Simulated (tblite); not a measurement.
# C6H15BO: the cost of one run

Programs: tblite 0.8.0 and PySCF 2.14.0, with density-fitted response routines of our own. Each step states its level of theory. These are calculated values for one molecule, in the gas phase or a continuum, unless marked as measured. Atoms are numbered from 0 throughout.

## 1. The starting structure

23 atoms, charge 0, multiplicity 1; geometry from: force field or distance geometry start.

Bonds of the start (Å): C0–O1 1.42, O1–C2 1.41, O1–B3 1.51, B3–C4 1.63, C4–C5 1.53, C5–C6 1.53, C6–C7 1.52, C7–C4 1.54, C0–H8 1.11, C0–H9 1.12, C0–H10 1.12, C2–H11 1.11, C2–H12 1.12, C2–H13 1.11, B3–H14 1.19, B3–H15 1.18, C4–H16 1.10, C5–H17 1.12, C5–H18 1.11, C6–H19 1.12, C6–H20 1.11, C7–H21 1.11, C7–H22 1.12.

## 2. Relaxing the molecule with GFN2-xTB

What the job is given:

```
{"job": {"kind": "relax", "xc": "GFN2-xTB", "basis": "xTB"}, "charge": 0, "multiplicity": 1}
C     -2.198300    -0.456500     1.067800
O     -1.343000     0.556300     0.545100
C     -2.120900     1.636300     0.094100
B     -0.526100     0.003600    -0.598400
C      0.779900    -0.783000    -0.016600
C      1.841400    -1.071200    -1.084000
C      2.831100    -0.177500    -0.337800
C      1.776500     0.121700     0.722100
H     -1.623600    -1.324100     1.457700
H     -2.946900    -0.820500     0.317400
H     -2.774400    -0.064200     1.942400
H     -1.485100     2.478000    -0.240900
H     -2.816900     1.353600    -0.735600
H     -2.742100     2.054700     0.916700
H     -1.167300    -0.742400    -1.269800
H     -0.144600     0.875600    -1.295400
H      0.528700    -1.690500     0.561500
H      2.160500    -2.142500    -1.081800
H      1.614100    -0.677300    -2.091700
H      3.698700    -0.746700     0.083500
H      3.113400     0.728200    -0.913200
H      2.040900    -0.287000     1.717900
H      1.499400     1.202700     0.753300
```

On the command line:

```
> OMP_NUM_THREADS=1 python probes_run.py task.json out
```

This one command runs all jobs of the session in turn.

**Question.** How long does this first job take on 1 thread of Arm Neoverse N1, shared host, and how much memory does it need?

About 1.3 s, with a peak of 0.18 GiB.
